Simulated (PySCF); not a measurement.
# C8H6F2O: the cost of one run

Programs: PySCF 2.14.0, with density-fitted response routines of our own. Each step states its level of theory. These are calculated values for one molecule, in the gas phase or a continuum, unless marked as measured. Atoms are numbered from 0 throughout.

## 1. Starting geometry

17 atoms, charge 0, multiplicity 1; geometry from: GFN2-xTB. The atoms were then displaced at random by about 0.01 Å, so the start is not that level's minimum.

Bonds of the start (Å): F0–C1 1.35, C1–C2 1.38, C2–C3 1.34, C3–C4 1.41, C4–C5 1.40, C5–C6 1.39, C6–F7 1.35, C5–C8 1.49, C8–O9 1.43, O9–C10 1.42, C6–C1 1.38, C10–C4 1.50, C2–H11 1.10, C3–H12 1.07, C8–H13 1.11, C8–H14 1.08, C10–H15 1.08, C10–H16 1.08.

## 2. Geometry optimisation at PBE0-D3(BJ)/def2-SVP

What the job is given:

```
{"job": {"xc": "PBE0", "basis": "def2-SVP", "d3": "d3bj", "grid": 1, "shake": 0.01, "kind": "geom"}, "charge": 0, "multiplicity": 1}
F      3.167760     1.556970    -0.150100
C      2.030750     0.826550    -0.077340
C      2.136900    -0.533600     0.131100
C      1.058670    -1.326100     0.222970
C     -0.215140    -0.738980     0.084650
C     -0.339940     0.640400    -0.123080
C      0.796460     1.429730    -0.209080
F      0.693080     2.759590    -0.424880
C     -1.789050     0.989400    -0.189440
O     -2.478900    -0.259670    -0.174300
C     -1.600140    -1.317450     0.163820
H      3.150650    -0.951220     0.243410
H      1.088530    -2.379200     0.383520
H     -2.059050     1.514720    -1.127220
H     -2.101440     1.597870     0.642710
H     -1.738020    -2.120530    -0.549320
H     -1.817640    -1.676660     1.162750
```

Launch:

```console
$ OMP_NUM_THREADS=1 python probes_run.py task.json out
```

The driver reads the jobs from task.json and runs them one after another.

**Question.** How long does this first job take on 1 thread of Intel Xeon Platinum 8488C, shared host, and how much memory does it need?

About 2.3 min, with a peak of 0.78 GiB.
